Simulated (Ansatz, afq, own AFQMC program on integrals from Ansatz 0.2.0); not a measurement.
# BH₃Br (doublet): quantum Monte Carlo beside coupled cluster at distance Br1–H2 along a hydrogen transfer = 1.518 Å, cc-pVTZ

How near does AFQMC come to the top of the ladder for BH₃Br (doublet)?

Method: cc-pVTZ, frozen cores; program: Ansatz 0.2.0, Gaussian basis, and an in-house AFQMC program (afq) on its integrals; all values are calculated.

Plan: PBE (unrestricted); CCSD(T) on UHF; r2SCAN (unrestricted); PBE0 (unrestricted); B3LYP (unrestricted); wB97M-V (unrestricted); B2PLYP (unrestricted); Phaseless AFQMC, CISD trial on UHF.

## 1. The geometry

The geometry derives from fragments relaxed apart (PBE0/def2-TZVP) and kept rigid, so it is no stationary point. A hydrogen atom is moved between rigid fragments. No spin-orbit coupling is included. The filled d shell of Br may be among the frozen orbitals whatever the setting's name suggests; the logs give the count.

5 atoms, charge 0, spin multiplicity 2.

Atoms are counted from 1 here; the program's logs count them from 0.

Bond lengths: Br1–H2 1.518 Å, H2–B3 1.412 Å, B3–H4 1.191 Å, B3–H5 1.191 Å. Angles: Br1–H2–B3 180.0°, H2–B3–H4 115.3°, H2–B3–H5 115.3°, H4–B3–H5 129.4°.

Coordinates:

```xyz
5
BBrH3
Br   -0.4282    0.0000    0.0000
H     1.0898    0.0000    0.0000
B     2.5018    0.0000    0.0000
H     3.0109    0.0000    1.0770
H     3.0109    0.0000   -1.0770
```

## 2. PBE (unrestricted)

File in.yaml:

```yaml
crystal:
  periodic: [false, false, false]
  atoms:
    - {symbol: Br, position_ang: [-0.428201, 0.000000, 0.000000]}
    - {symbol: H, position_ang: [1.089799, 0.000000, 0.000000]}
    - {symbol: B, position_ang: [2.501799, 0.000000, 0.000000]}
    - {symbol: H, position_ang: [3.010872, 0.000000, 1.077008]}
    - {symbol: H, position_ang: [3.010872, 0.000000, -1.077008]}
basis:
  gaussian: {orbitals: cc-pVTZ}
magnetization: {spin_polarized: true, initial_magnetization: 1}
hamiltonian: {xc: {name: PBE}}
output: {orbitals: {seedname: orbitals}}
```

Launch:

```sh
$ ansatz run in.yaml --threads 1 --pin off --events-out ev --progress --plain --max-ram 5120MiB --backend cpu
```

Standard output:

```text
Functional definition: PBE
  name "PBE"
  cite "Perdew, Burke & Ernzerhof, Phys. Rev. Lett. 77, 3865 (1996) doi:10.1103/PhysRevLett.77.3865"
  parent pbe
  parameter kappa = 0.804
  parameter beta = 0.06672455060314922
  exchange = pbe_x(kappa = kappa, mu = beta*pi^2/3)
  correlation = pbe_c(beta = beta)
766 factors; their error is unknown
mean field evaluation 1: about -70756.7012 eV, gradient 1.5e1 eV
mean field evaluation 2: about -70755.9457 eV, gradient 1.8e1 eV
mean field evaluation 4: about -70758.2222 eV, gradient 1.2e0 eV
mean field evaluation 8: about -70758.2112 eV, gradient 3.6e-2 eV
mean field evaluation 16: about -70755.7200 eV, gradient 1.0e1 eV
mean field -70758.21118538 eV, -2600.3162994246 hartree, gradient 1.8e-5 eV, S^2 0.752763; 3 other end points of the search recorded, 0 dependent functions left out
reference -70758.21122046 eV, -2600.3163007138 hartree; 22, 21 occupied and 93, 94 virtual orbitals, 766 factors
Total energy: -70758.21122046 eV, -2600.3163007138 hartree
```

It took 4.3 s on 1 thread of AMD EPYC 7R13 (Zen 3), shared host; peak memory 1.6 GiB.

From the report: ⟨S²⟩ of the determinant 0.753 (pure doublet: 0.75).

## 3. CCSD(T) on UHF

Changes to in.yaml since step 2:

```diff
@@ -11,3 +11,2 @@
 magnetization: {spin_polarized: true, initial_magnetization: 1}
-hamiltonian: {xc: {name: PBE}}
-output: {orbitals: {seedname: orbitals}}
+correlation: {method: ccsd_t, electrons: outside_noble_gas, hamiltonian_folder: ham}
```

Launch:

```sh
$ ansatz run in.yaml --threads 1 --pin off --events-out ev --progress --plain --max-ram 15360MiB --backend cuda --devices 0, --max-vram 18GiB
```

Standard output, cut to the lines that bear on the results:

```text
Functional definition: HF
  name "HF"
  cite "Fock, Z. Phys. 61, 126 (1930) doi:10.1007/BF01340294"
  parent pbe
[...]
680 factors; integrals over basis functions are off by at most 1.4e-3 eV
[...]
mean field -70717.01203310 eV, -2598.8022585042 hartree, gradient 9.7e-6 eV, S^2 0.775647; 3 other end points of the search recorded, 0 dependent functions left out
determinant -70717.01203310 eV, -2598.8022585042 hartree, with singles and doubles -70725.44842195 eV, -2599.1122900761 hartree
determinant -70714.99176749 eV, -2598.7280151122 hartree, with singles and doubles -70723.67112438 eV, -2599.0469755950 hartree
determinant -70714.13666876 eV, -2598.6965908134 hartree, with singles and doubles -70722.61710186 eV, -2599.0082409818 hartree
determinant -70714.09710720 eV, -2598.6951369529 hartree, with singles and doubles -70722.57502055 eV, -2599.0066945220 hartree
15 core orbitals not correlated: weight in the atoms' cores, before any rotation towards them, 1.000 or more for the frozen orbitals, at most 0.000 for the correlated occupied ones
reference -70717.01203310 eV, -2598.8022585042 hartree; 7, 6 occupied and 93, 94 virtual orbitals, 680 factors
second order -7.33097634 eV of doubles, -0.00000000 eV of singles
cycle   1  -8.32085632 eV  change   -4.6e-1 eV  update   1.8e-2
[...]
cycle   9  -8.33393387 eV  change    1.9e-6 eV  update   7.3e-6
perturbative correction -0.27568035 eV, -0.0101310659 hartree
Total energy: -70725.62164732 eV, -2599.1186559909 hartree
```

Run time: 6 s. Hardware: 1 × NVIDIA H100 80GB HBM3 with 1 thread of AMD EPYC 7R13 (Zen 3), shared host; peak host memory 1.6 GiB.

From the report: ⟨S²⟩ of the determinant 0.776 (pure doublet: 0.75); correlation -8.6096 eV; T1 0.013; largest double amplitude 0.04.

This run also writes the integrals to the folder ham.

## 4. r2SCAN (unrestricted)

Changes to in.yaml since step 3:

```diff
@@ -11,2 +11,2 @@
 magnetization: {spin_polarized: true, initial_magnetization: 1}
-correlation: {method: ccsd_t, electrons: outside_noble_gas, hamiltonian_folder: ham}
+hamiltonian: {xc: {name: r2SCAN}}
```

Launch:

```sh
$ ansatz run in.yaml --threads 1 --pin off --events-out ev --progress --plain --max-ram 5120MiB --backend cpu
```

Standard output:

```text
Functional definition: r2SCAN
  name "r2SCAN"
  cite "Furness, Kaplan, Ning, Perdew & Sun, J. Phys. Chem. Lett. 11, 8208 (2020) doi:10.1021/acs.jpclett.0c02405"
  cite "Furness, Kaplan, Ning, Perdew & Sun, J. Phys. Chem. Lett. 11, 9248 (2020) doi:10.1021/acs.jpclett.0c03077"
  parent r2scan
  parameter k0 = 0.174
  parameter k1 = 0.065
  parameter a1 = 4.9479
  exchange = r2scan_x(k0 = k0, k1 = k1, a1 = a1)
  correlation = r2scan_c
766 factors; their error is unknown
mean field evaluation 1: about -70768.2270 eV, gradient 1.2e1 eV
mean field evaluation 2: about -70768.2214 eV, gradient 1.2e1 eV
mean field evaluation 4: about -70769.1983 eV, gradient 8.7e-1 eV
mean field evaluation 8: about -70769.1821 eV, gradient 2.5e-1 eV
mean field evaluation 16: about -70769.1823 eV, gradient 3.6e-5 eV
mean field -70769.18225889 eV, -2600.7194789397 hartree, gradient 3.6e-5 eV, S^2 0.755972; 0 other end points of the search recorded, 0 dependent functions left out
reference -70769.18227057 eV, -2600.7194793687 hartree; 22, 21 occupied and 93, 94 virtual orbitals, 766 factors
Total energy: -70769.18227057 eV, -2600.7194793687 hartree
```

Wall time 4.9 s (1 thread of AMD EPYC 7R13 (Zen 3), shared host); peak memory 1.6 GiB.

From the report: ⟨S²⟩ of the determinant 0.756 (pure doublet: 0.75).

## 5. PBE0 (unrestricted)

Changes to in.yaml since step 4:

```diff
@@ -11,2 +11,3 @@
 magnetization: {spin_polarized: true, initial_magnetization: 1}
-hamiltonian: {xc: {name: r2SCAN}}
+hamiltonian: {xc: {name: PBE0}}
+output: {orbitals: {seedname: orbitals}}
```

The command is unchanged.

Standard output:

```text
Functional definition: PBE0
  name "PBE0"
  cite "Adamo & Barone, J. Chem. Phys. 110, 6158 (1999) doi:10.1063/1.478522"
  cite "Perdew, Burke & Ernzerhof, Phys. Rev. Lett. 77, 3865 (1996) doi:10.1103/PhysRevLett.77.3865"
  parent pbe
  parameter a = 0.25
  parameter kappa = 0.804
  parameter beta = 0.06672455060314922
  exchange = (1 - a)*pbe_x(kappa = kappa, mu = beta*pi^2/3) + a*exact_x
  correlation = pbe_c(beta = beta)
805 factors; their error is unknown
mean field evaluation 1: about -70760.2018 eV, gradient 8.3e0 eV
mean field evaluation 2: about -70760.4909 eV, gradient 5.2e0 eV
mean field evaluation 4: about -70760.6748 eV, gradient 5.7e-1 eV
mean field evaluation 8: about -70760.8920 eV, gradient 2.4e-1 eV
mean field evaluation 16: about -70760.8921 eV, gradient 2.6e-5 eV
mean field -70760.89212363 eV, -2600.4148220882 hartree, gradient 2.6e-5 eV, S^2 0.755617; 0 other end points of the search recorded, 0 dependent functions left out
reference -70760.89215009 eV, -2600.4148230603 hartree; 22, 21 occupied and 93, 94 virtual orbitals, 805 factors
Total energy: -70760.89215009 eV, -2600.4148230603 hartree
```

Run time: 2.9 s. Hardware: 1 thread of AMD EPYC 7R13 (Zen 3), shared host; peak memory 1.9 GiB.

From the report: ⟨S²⟩ of the determinant 0.756 (pure doublet: 0.75).

## 6. B3LYP (unrestricted)

Changes to in.yaml since step 5:

```diff
@@ -11,3 +11,2 @@
 magnetization: {spin_polarized: true, initial_magnetization: 1}
-hamiltonian: {xc: {name: PBE0}}
-output: {orbitals: {seedname: orbitals}}
+hamiltonian: {xc: {name: B3LYP}}
```

The command is unchanged.

Standard output, cut to the lines that bear on the results:

```text
Functional definition: B3LYP
  name "B3LYP"
  cite "Stephens, Devlin, Chabalowski & Frisch, J. Phys. Chem. 98, 11623 (1994) doi:10.1021/j100096a001"
  cite "Becke, Phys. Rev. A 38, 3098 (1988) doi:10.1103/PhysRevA.38.3098"
  cite "Lee, Yang & Parr, Phys. Rev. B 37, 785 (1988) doi:10.1103/PhysRevB.37.785"
  cite "Vosko, Wilk & Nusair, Can. J. Phys. 58, 1200 (1980) doi:10.1139/p80-159"
[...]
796 factors; their error is unknown
[...]
mean field -70771.28653895 eV, -2600.7968098053 hartree, gradient 2.5e-5 eV, S^2 0.754141; 0 other end points of the search recorded, 0 dependent functions left out
reference -70771.28676307 eV, -2600.7968180416 hartree; 22, 21 occupied and 93, 94 virtual orbitals, 796 factors
Total energy: -70771.28676307 eV, -2600.7968180416 hartree
```

Run time: 2.9 s. Hardware: 1 thread of AMD EPYC 7R13 (Zen 3), shared host; peak memory 1.9 GiB.

From the report: ⟨S²⟩ of the determinant 0.754 (pure doublet: 0.75).

## 7. wB97M-V (unrestricted)

Changes to in.yaml since step 6:

```diff
@@ -11,2 +11,3 @@
 magnetization: {spin_polarized: true, initial_magnetization: 1}
-hamiltonian: {xc: {name: B3LYP}}
+hamiltonian: {xc: {name: wB97M-V}}
+output: {orbitals: {seedname: orbitals}}
```

The command is unchanged.

Standard output, cut to the lines that bear on the results:

```text
Functional definition: wB97M-V
  name "wB97M-V"
  cite "Mardirossian & Head-Gordon, J. Chem. Phys. 144, 214110 (2016) doi:10.1063/1.4952647"
  cite "Becke, J. Chem. Phys. 107, 8554 (1997) doi:10.1063/1.475007"
  cite "Vydrov & Van Voorhis, J. Chem. Phys. 133, 244103 (2010) doi:10.1063/1.3521275"
  # Of w^i u^j: cxij and so on, Table III.
[...]
  gx(w, u) = 1 - cx + cx01*u + cx10*w
  gss(w, u) = css00 + css04*u^4 + css10*w + css20*w^2 + css43*w^4*u^3
  gos(w, u) = cos00 + cos10*w + (cos20 + cos21*u)*w^2 + (cos60 + cos61*u)*w^6
[...]
      + integral(e_c_pw_mod_opposite_spin*gos(b97_w_opposite, b97_u_opposite)) + vv10(b, c)
788 factors; their error is unknown
153 factors; integrals over basis functions are off by at most 4.1e-5 eV
[...]
mean field -70765.32893256 eV, -2600.5778718087 hartree, gradient 5.2e-5 eV, S^2 0.754326; 0 other end points of the search recorded, 0 dependent functions left out
reference -70765.32897169 eV, -2600.5778732470 hartree; 22, 21 occupied and 93, 94 virtual orbitals, 788 factors
Total energy: -70765.32897169 eV, -2600.5778732470 hartree
```

It took 9 s on 1 thread of AMD EPYC 7R13 (Zen 3), shared host; peak memory 1.9 GiB.

From the report: ⟨S²⟩ of the determinant 0.754 (pure doublet: 0.75).

## 8. B2PLYP (unrestricted)

Changes to in.yaml since step 7:

```diff
@@ -11,3 +11,3 @@
 magnetization: {spin_polarized: true, initial_magnetization: 1}
-hamiltonian: {xc: {name: wB97M-V}}
-output: {orbitals: {seedname: orbitals}}
+hamiltonian: {xc: {name: B2PLYP}}
+correlation: {electrons: outside_noble_gas}
```

Launched as before.

Standard output, cut to the lines that bear on the results:

```text
Functional definition: B2PLYP
  name "B2PLYP"
  cite "Grimme, J. Chem. Phys. 124, 034108 (2006) doi:10.1063/1.2148954"
  cite "Becke, Phys. Rev. A 38, 3098 (1988) doi:10.1103/PhysRevA.38.3098"
  cite "Lee, Yang & Parr, Phys. Rev. B 37, 785 (1988) doi:10.1103/PhysRevB.37.785"
[...]
680 factors; integrals over basis functions are off by at most 1.4e-3 eV
[...]
mean field -70755.46005911 eV, -2600.2151973989 hartree, gradient 6.2e-6 eV, S^2 0.760513; 0 other end points of the search recorded, 0 dependent functions left out
15 core orbitals not correlated: weight in the atoms' cores, before any rotation towards them, 1.000 or more for the frozen orbitals, at most 0.000 for the correlated occupied ones
reference -70755.46020163 eV, -2600.2152026365 hartree; 7, 6 occupied and 93, 94 virtual orbitals, 680 factors
second order -8.94998248 eV of doubles, -0.00000000 eV of singles
Total energy: -70757.87669690 eV, -2600.3040071997 hartree
```

Wall time 3.7 s (1 thread of AMD EPYC 7R13 (Zen 3), shared host); peak memory 1.9 GiB.

From the report: ⟨S²⟩ of the determinant 0.761 (pure doublet: 0.75).

## 9. Phaseless AFQMC, CISD trial on UHF

It reads the integrals that the CCSD(T) run on this determinant wrote.

Launch:

```sh
$ afq ham --method phaseless --trial cisd --walkers 900 --populations 20 --least-time 60 --time-step 0.005 --steps-per-block 50 --equilibration-blocks 28 --max-blocks 4000 --target-error 0.00021 --factor-cut 1e-05 --start spin_pure --seed 348 --release-times 0.24,0.51,0.99,1.62,2.4 --release-step 0.03 --release-every 3 --taylor-order 6
```

Standard output:

```text
orbitals 100  electrons 7 6  factors 622 of 680
reference energy -2598.80225850 Eh
CCSD correlation -0.30626647 Eh in 11 cycles, weight of the determinant in the CISD state 0.8731
energy of the start -2599.107307 Eh
 block  time / (1/Eh)  mean weight  energy / Eh
     1     0.250  0.9996  -2599.103245
     2     0.500  1.0000  -2599.106515
     3     0.750  0.9995  -2599.109894
     4     1.000  1.0002  -2599.113130
     5     1.250  0.9998  -2599.115373
     6     1.500  1.0006  -2599.117015
     7     1.750  1.0003  -2599.118597
     8     2.000  1.0000  -2599.119890
     9     2.250  1.0005  -2599.120780
    10     2.500  1.0003  -2599.119119
    13     3.250  1.0003  -2599.119684
    16     4.000  0.9997  -2599.119958
    19     4.750  0.9998  -2599.119784
    22     5.500  1.0002  -2599.119240
    25     6.250  0.9996  -2599.120220
    28     7.000  1.0000  -2599.120775
    31     7.750  1.0000  -2599.118558
    34     8.500  1.0003  -2599.118480
    37     9.250  0.9990  -2599.118767
    40    10.000  1.0004  -2599.121039
    43    10.750  1.0003  -2599.119424
    46    11.500  0.9997  -2599.117904
    49    12.250  1.0000  -2599.119620
    52    13.000  1.0004  -2599.119224
    55    13.750  0.9999  -2599.119528
    58    14.500  1.0002  -2599.118385
    61    15.250  0.9995  -2599.119789
    64    16.000  0.9999  -2599.119553
    67    16.750  0.9996  -2599.119869
    70    17.500  1.0005  -2599.119593
    73    18.250  1.0008  -2599.121495
    76    19.000  1.0000  -2599.120172
    79    19.750  0.9999  -2599.121343
    82    20.500  0.9998  -2599.120503
    85    21.250  0.9987  -2599.121012
    88    22.000  0.9998  -2599.120847
    91    22.750  0.9996  -2599.120606
    94    23.500  0.9999  -2599.119502
    97    24.250  0.9998  -2599.121211
   100    25.000  1.0005  -2599.119552
   103    25.750  0.9999  -2599.119731
   106    26.500  1.0007  -2599.119453
   109    27.250  0.9994  -2599.119102
   112    28.000  1.0002  -2599.119872
   115    28.750  0.9993  -2599.118984
   118    29.500  0.9991  -2599.118825
   121    30.250  0.9999  -2599.119646
   124    31.000  1.0001  -2599.119222
   127    31.750  1.0010  -2599.118418
   130    32.500  1.0002  -2599.119890
   133    33.250  0.9999  -2599.117794
   136    34.000  0.9997  -2599.118132
error from the spread of 20 populations
released: time / (1/Eh)  energy / Eh  error  mean overlap
  0.24  -2599.120041  0.000166  0.9945
  0.51  -2599.119986  0.000207  0.9941
  0.99  -2599.116264  0.003995  0.9861
  1.62  -2599.120328  0.000283  0.9741
  2.40  -2599.120644  0.000305  0.9647
energy -2599.119638 +/- 0.000204 Eh
```

It took 1.8 min on 1 × NVIDIA H100 80GB HBM3 with 2 threads of AMD EPYC 7R13 (Zen 3), shared host; peak host memory 1.9 GiB.

Energy -70725.6484 ± 0.0056 eV. Caveats: constraint bias not in the error.

## 10. All levels side by side

On the UHF determinant, counted from CCSD(T) (a yardstick, not exact):

```tsv
level	energy (eV)	from CCSD(T) (kJ/mol)	statistical error (kJ/mol)	time
HF	-70717.0120	+830.7		
MP2	-70724.3430	+123.4		
CCSD	-70725.3460	+26.6		
CCSD(T)	-70725.6216	0.0		
Phaseless AFQMC, CISD trial, step 0.005, 900 walkers	-70725.6484	-2.6	0.5	1.8 min
```

The functionals' totals stand on their own zeros and serve differences with other points: PBE -70758.211 eV; r2SCAN -70769.182 eV; PBE0 -70760.892 eV; B3LYP -70771.287 eV; wB97M-V -70765.329 eV; B2PLYP -70757.877 eV.

## 11. Summary of results

```
                                       quantity              value
Phaseless AFQMC, CISD trial on UHF from CCSD(T)  -2.6 ± 0.5 kJ/mol
```

In words: On UHF the phaseless walk with the CISD trial lies -2.6 kJ/mol from CCSD(T), 5 times its error bar. Error bars are statistical and leave out the constraint, the time step and what remains of the start.
